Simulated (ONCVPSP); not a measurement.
# Ni: generating and testing an ONCV potential

Do these settings give a usable potential? It is generated, then checked for transferability, scattering, ghosts and hardness.

The numbers are computed with ONCVPSP 4.0.1.1 (patched build) (PBE, scalar-relativistic, spin-unpolarised reference atom).

## Step 1: Settings

Typed settings, in words:

```
element                 : nickel (Ni, Z = 28)
type                    : optimised norm-conserving Vanderbilt (ONCV)
frozen core             : [Ne]
valence charge          : 18
reference configuration : 3s2 3p6 3d8 4s2
partial waves           : 3s+4s: rc 1.00 bohr, ncon 4, nbas 7, qcut 11.3 1/bohr, 2 projectors; 3p: rc 0.70 bohr, ncon 4, nbas 9, qcut 13.1 1/bohr, 1 projector; 3d: rc 1.40 bohr, ncon 3, nbas 7, qcut 13.1 1/bohr, 2 projectors, debl 2.6 Ha
local potential         : polynomial inside 0.50 bohr (lpopt 5, dvloc0 0 Ha)
core correction         : Teter function, fcfact 5, rcfact 1.25
```

An earlier all-electron run gives the scale for the radii.

All-electron outer shells of the reference configuration (PBE, scalar-relativistic, ld1.x):

```csv
shell,level (eV),outermost node (bohr),outermost maximum (bohr)
2p,-844.68,–,0.16
3s,-111.06,0.30,0.64
3p,-71.39,0.27,0.65
3d,-8.87,–,0.63
4s,-5.64,0.92,2.24
4p,-1.22,1.00,3.17
```

## Step 2: Generating the potential

Contents of Ni.dat:

```
# ATOM AND REFERENCE CONFIGURATION
# atsym  z   nc   nv     iexc    psfile
  Ni 28.00    3    4        4      upf
#
#   n    l    f
    1    0    2.00
    2    0    2.00
    2    1    6.00
    3    0    2.00
    3    1    6.00
    3    2    8.00
    4    0    2.00
#
# PSEUDOPOTENTIAL AND OPTIMIZATION
# lmax
    2
#
#   l,   rc,      ep,       ncon, nbas, qcut
    0    1.00    0.00    4    7   11.30
    1    0.70    0.00    4    9   13.10
    2    1.40    0.00    3    7   13.10
#
# LOCAL POTENTIAL
# lloc, lpopt,  rc(5),   dvloc0
    4    5    0.50    0.00
#
# VANDERBILT-KLEINMAN-BYLANDER PROJECTORs
# l, nproj, debl
    0    2    3.90
    1    1    0.40
    2    2    2.60
#
# MODEL CORE CHARGE
# icmod, fcfact, rcfact
    3    5.00    1.25
#
# LOG DERIVATIVE ANALYSIS
# epsh1, epsh2, depsh
   -6.00    5.00    0.04
#
# OUTPUT GRID
# rlmax, drl
    6.00    0.01
#
# TEST CONFIGURATIONS
# ncnf
    4
# nvcnf
#   n    l    f
    4
    3    0    2.00
    3    1    6.00
    3    2    8.00
    4    0    1.00
#
    4
    3    0    2.00
    3    1    6.00
    3    2    8.00
    4    0    0.00
#
    4
    3    0    2.00
    3    1    6.00
    3    2    7.00
    4    0    0.00
#
    5
    3    0    2.00
    3    1    6.00
    3    2    7.00
    4    0    2.00
    4    1    1.00
#
```

Run with:

```console
$ oncvpsp.x < Ni.dat > Ni.out
```

Q: Predict the outcome of this session. Wanted: cutoffs for 1 and 0.1 mHa per electron, occupied waves; bound ghosts; GHOST(+) flags; largest test error; largest phase difference near zero energy, channels read; rms error of d²Exc/dn², without and with the model core.

As calculated:

| quantity | value |
| --- | --- |
| cutoffs for 1 and 0.1 mHa per electron, occupied waves | 75 Ha and 204 Ha |
| bound ghosts | none found |
| GHOST(+) flags | s at 392 eV |
| largest test error (AE − PS) | +54 meV, for 3s2 3p6 3d7 4s2 4p1 |
| largest phase difference near zero energy, channels read | 0.004 rad |
| rms error of d²Exc/dn², without and with the model core | 1.32 and 1.13 mHa |

In words: The worst unpolarised test, 3s2 3p6 3d7 4s2 4p1, is off by 54 meV on 10.5 eV; by total energies transferability rates as fair. It counts as very hard, with 75 Ha needed at the looser tolerance. The tighter tolerance needs 204 Ha, and converged work needs a cutoff nearer that. At the looser tolerance the 3p wave is the slowest; 3d needs 59 Ha. The program's ghost test flags no bound state. Near zero energy the phases of the channels with partial waves agree within 0.004 rad. The program also flags highly localised states, GHOST(+) (s). All of this concerns the isolated atom, not yet a solid.
